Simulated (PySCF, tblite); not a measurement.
**CH₈ClO₂Si₃ radical: geometry, infrared bands and EPR parameters**

Wanted: the infrared bands and EPR parameters of CH₈ClO₂Si₃ radical (`[SiH2]OC[SiH2]O[SiH2]Cl`), by calculation.

The runs use tblite 0.8.0 and PySCF 2.14.0, with density-fitted response routines of our own; the level of theory stands in each step. All values are computed, except where a source is named. Atoms are numbered from 0 throughout.

### 1 Starting geometry

15 atoms, charge 0, multiplicity 2; geometry from: force field or distance geometry start.

Bonds of the start (Å): Si0–O1 1.70, O1–C2 1.39, C2–Si3 1.83, Si3–O4 1.70, O4–Si5 1.72, Si5–Cl6 2.10, Si0–H7 1.47, Si0–H8 1.48, C2–H9 1.12, C2–H10 1.13, Si3–H11 1.49, Si3–H12 1.46, Si5–H13 1.47, Si5–H14 1.49.

### 2 Geometry optimisation with GFN2-xTB

The job: settings as JSON, then the geometry in Å.

```
{"job": {"kind": "relax", "xc": "GFN2-xTB", "basis": "xTB"}, "charge": 0, "multiplicity": 2}
Si    -3.146400     0.800900     0.472300
O     -1.535600     0.243700     0.511100
C     -1.185300    -0.423500    -0.660700
Si     0.552200    -0.974000    -0.520000
O      1.557100     0.230600    -1.184300
Si     2.794800     0.494200    -0.020800
Cl     3.823800     2.293700    -0.355200
H     -3.938900    -0.261300    -0.155500
H     -3.154900     2.042100    -0.327700
H     -1.925100    -1.234100    -0.899000
H     -1.249800     0.309300    -1.512900
H      0.826100    -1.092600     0.940800
H      0.813900    -2.285300    -1.105100
H      3.695900    -0.666400     0.005400
H      2.067900     0.530700     1.284100
```

Started as:

```
$ OMP_NUM_THREADS=1 python probes_run.py task.json out
```

This one command runs all jobs of the session in turn.

**Question.** This job is followed by: GFN2-xTB harmonic vibrations, gas phase; UKS B3LYP, pcH-1 on C Cl H O Si, non-relativistic, mean-field spin-orbit, GIAO. What will the session give for the following? strongest single infrared mode (GFN2-xTB); zero-point energy (GFN2-xTB); g(iso) (B3LYP); ⟨S²⟩; largest a(iso) (averaged by class); potential on the surface of density 0.002 e/bohr³, 1st and 99th percentile.

As calculated:

```
                                                                  quantity                    value
                                 strongest single infrared mode (GFN2-xTB)    2255 cm⁻¹, 507 km/mol
                                              zero-point energy (GFN2-xTB)            53.6 kcal/mol
                                                            g(iso) (B3LYP)                  2.00250
                                                                      ⟨S²⟩       0.751 (exact 0.75)
                                        largest a(iso) (averaged by class)  29Si on Si0, -595.6 MHz
potential on the surface of density 0.002 e/bohr³, 1st and 99th percentile       -0.71 V and 1.53 V
```

**Reading.** Relaxing lowered the energy by 1.403 eV in 219 steps; the close pair that moved most is O4–Si5, from 1.719 to 1.619 Å. The frame itself reshapes: Si3···Si5 goes from 2.73 to 3.12 Å. No mode is imaginary among the 39: a minimum at this level. The strongest single mode, at 2255 cm⁻¹, moves mainly H7. GFN2-xTB is a fitted tight-binding method: band positions and strengths are rough. Its intensities can rank the bands wrongly. Si0 carries the largest spin population, 0.94 e. The isotropic g lies 0.2 ppt above the free-electron value. These values are for one conformer; the search (at its own cheap level) found 2 more, at 0.02, 1.60 kcal/mol (those within 0.05 may be mirror or relabelled copies), and measured spectra average over such forms.
